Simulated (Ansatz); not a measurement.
# CCo: the cost of one run

The runs use Ansatz 0.2.0, Gaussian basis; def2-TZVPP, core rule «outside noble gas», up to 10 orbitals frozen.

Plan: UHF; CCSD(T) on ROHF; CCSD(T) on UHF; CCSDT(Q) on ROHF; CCSDT(Q) on UHF; CASSCF and MRCISD+Q, 13 electrons in 10 orbitals; CASSCF and NEVPT2, 13 electrons in 10 orbitals.

5 further runs of the same task are left out: 5 set aside as unsound or not needed.

**1. What is computed**

The geometry is a PBE0/def2-TZVP stationary point (not a proven minimum) of the parent state, kept for this charge and spin.

2 atoms, charge 0, spin multiplicity 2.

Atoms are counted from 1 here; the program's logs count them from 0.

Bond lengths: Co1–C2 1.609 Å.

**2. UHF**

Input file in.yaml:

```yaml
crystal:
  periodic: [false, false, false]
  atoms:
    - {symbol: Co, position_ang: [0.000000, 0.000000, 0.000000]}
    - {symbol: C, position_ang: [0.000000, 0.000000, 1.609200]}
basis:
  gaussian: {orbitals: def2-TZVPP}
magnetization: {spin_polarized: true, initial_magnetization: 1}
hamiltonian: {xc: hf}
output: {orbitals: {seedname: orbitals}}
```

Started as:

```bash
ansatz run in.yaml --threads 1 --pin off --events-out ev --progress --plain --max-ram 2560MiB --backend cpu
```

Q: Estimate wall time and peak memory on 1 thread of AMD EPYC 7R13, shared host.

About 40 s, with a peak of 0.27 GiB.
